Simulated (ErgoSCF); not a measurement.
# One shape, several levels: SnH3S (SMILES [SH][SnH2])

We compute a comparison of 3 runs (UHF/STO-3G, UHF/3-21G, USlater/3-21G) of SnH3S. 

Program for the calculation: ErgoSCF 3.8.

3 further runs of the same task are left out: 2 that didn't finish, 1 set aside as unsound or not needed.

### Step 1. Starting point

The species is SnH3S (5 atoms), meant as a doublet with charge 0. SMILES: `[SH][SnH2]`. The shape comes from GFN2-xTB, which is rough for such elements, and wasn't checked as a minimum. This is one conformer, not always the lowest.

Bond lengths: S1–Sn2 2.469 Å, S1–H3 1.326 Å, Sn2–H4 1.824 Å, Sn2–H5 1.809 Å. Angles: S1–Sn2–H4 94.9°, S1–Sn2–H5 94.3°, Sn2–S1–H3 96.8°, H4–Sn2–H5 99.9°.

### Step 2. A single-point energy at UHF/STO-3G (run 1)

ergo.in reads:

```
set_nthreads(1)
molecule_inline
S  1.70370148 -1.47874849 1.98829424
Sn 0.24736515 0.51831408 -1.97003948
H  -0.03478986 -3.28147162 2.06873988
H  -3.07870401 0.57079178 -1.06860233
H  1.16242723 3.67111425 -1.01839231
EOF
scf.use_diagonalization = 1
tmpdir = "."
basis = "STO-3G"
scf.output_mulliken_pop = 1
spin_polarization = 1
scf.max_number_of_iterations = 120
run "HF"
```

The basis set STO-3G is read from a file made from the Basis Set Exchange's data (not shown).

Launch:

```
$ ergo ergo.in
```

The program printed:

```text
[...]
INSC SCF_general constructor, number of basis functions: 39
[...]
INSC Energy   1 =      -6476.38251565663
[...]
INDE E_LUMO =          0.13019535374
[...]
INSC Energy  20 =      -6358.17751471184  ( diff     -0.000000000003638 )
[...]
RESC CONVERGED after  20 iterations.
RESC FINAL ENERGY:      -6358.17751471184
RESC FINAL <S2> =          0.75381337113
[...]
INSC SCF: dipole_moment_x [atomic units] =      -0.09843583
INSC SCF: dipole_moment_y [atomic units] =      -0.24637297
INSC SCF: dipole_moment_z [atomic units] =      -1.15114679
[...]
```

It took 11 s on 1 thread of Arm Neoverse V2, shared host; peak memory 0.26 GiB.

### Step 3. The energy at UHF/3-21G (run 2)

input.xyz reads:

```xyz
5

S      0.901560    -0.782520     1.052160
Sn     0.130900     0.274280    -1.042500
H     -0.018410    -1.736480     1.094730
H     -1.629180     0.302050    -0.565480
H      0.615130     1.942670    -0.538910
```

job.ego reads:

```
set_nthreads("env")
molecule "input.xyz"
charge = 0
scf.use_diagonalization = 1
scf.max_number_of_iterations = 120
spin_polarization = 1
scf.output_mulliken_pop = 1
tmpdir = "."
basis = "3-21G"
run "HF"
```

The basis set 3-21G is read from a file made from the Basis Set Exchange's data (not shown).

Launch:

```
$ ergo job.ego
```

The program printed:

```text
[...]
INSC SCF_general constructor, number of basis functions: 50
[...]
INSC Energy   1 =      -5345.68052212302
[...]
INDE E_LUMO =         -0.03590122117
[...]
INSC Energy  22 =      -6393.55105231156  ( diff     -0.000000000027285 )
[...]
RESC CONVERGED after  22 iterations.
RESC FINAL ENERGY:      -6393.55105231156
RESC FINAL <S2> =          0.75589569427
[...]
INSC SCF: dipole_moment_x [atomic units] =      -0.45418285
INSC SCF: dipole_moment_y [atomic units] =      -0.13465884
INSC SCF: dipole_moment_z [atomic units] =      -1.52882349
[...]
```

Wall time 15 s (1 thread of Arm Neoverse V2, shared host); peak memory 0.26 GiB.

### Step 4. The energy at USlater/3-21G (run 3)

ergo.in reads:

```
set_nthreads(1)
molecule_inline
S      1.70370148    -1.47874849     1.98829424
Sn     0.24736515     0.51831408    -1.97003948
H     -0.03478986    -3.28147162     2.06873988
H     -3.07870401     0.57079178    -1.06860233
H      1.16242723     3.67111425    -1.01839231
EOF
scf.use_diagonalization = 1
charge = 0
scf.max_number_of_iterations = 70
scf.error_maxabs_for_diis = 0.2
tmpdir = "."
basis = "3-21G"
scf.max_no_of_diis_matrices = 4
scf.starting_guess_disturbance = 0.2
spin_polarization = 1
scf.output_mulliken_pop = 1
run "Slater"
```

The basis set 3-21G is read from a file made from the Basis Set Exchange's data (not shown).

Launch:

```
$ ergo ergo.in
```

The program printed:

```text
[...]
INMA  error_maxabs_for_diis := 0.2
[...]
INSC SCF_general constructor, number of basis functions: 50
[...]
INSC Energy   1 =      -5357.29778151979
[...]
INDE E_LUMO =         -0.12855338053
[...]
INSC Energy  31 =      -6383.77582415718  ( diff      0.000000000007276 )
[...]
RESC CONVERGED after  31 iterations.
RESC FINAL ENERGY:      -6383.77582415718
RESC FINAL <S2> =          0.75112530701
[...]
INSC SCF: dipole_moment_x [atomic units] =      -0.49206774
INSC SCF: dipole_moment_y [atomic units] =      -0.18212361
INSC SCF: dipole_moment_z [atomic units] =      -0.55316550
[...]
```

Run time: 9.3 s. Hardware: 1 thread of Arm Neoverse V2, shared host; peak memory 0.26 GiB.

### Step 5. The series

| run | level | iteration cap | integration grid | energy (Eh) | dipole moment (D) | ⟨S²⟩ | wall time |
| --- | --- | --- | --- | --- | --- | --- | --- |
| 1 | UHF/STO-3G | 120 | – | -6358.177515 | 3.00 | 0.754 | 11 s |
| 2 | UHF/3-21G | 120 | – | -6393.551052 | 4.07 | 0.756 | 15 s |
| 3 | USlater/3-21G | 70 | Turbo | -6383.775824 | 1.94 | 0.751 | 9.3 s |

### Step 6. What came out

| quantity | value |
| --- | --- |
| run 3: total energy | -6383.77582 Eh |
| run 3: dipole moment | 1.94 D |
| run 3: ⟨S²⟩ | 0.751 |

In words: The dipole moment (its size) runs from 1.94 D (USlater/3-21G) to 4.07 D (UHF/3-21G). In run 1 the basis is minimal, so the values are rough. In runs 1, 2, 3 relativity is left out where basis or elements ask for it. All runs together took 35 s, the longest 15 s.
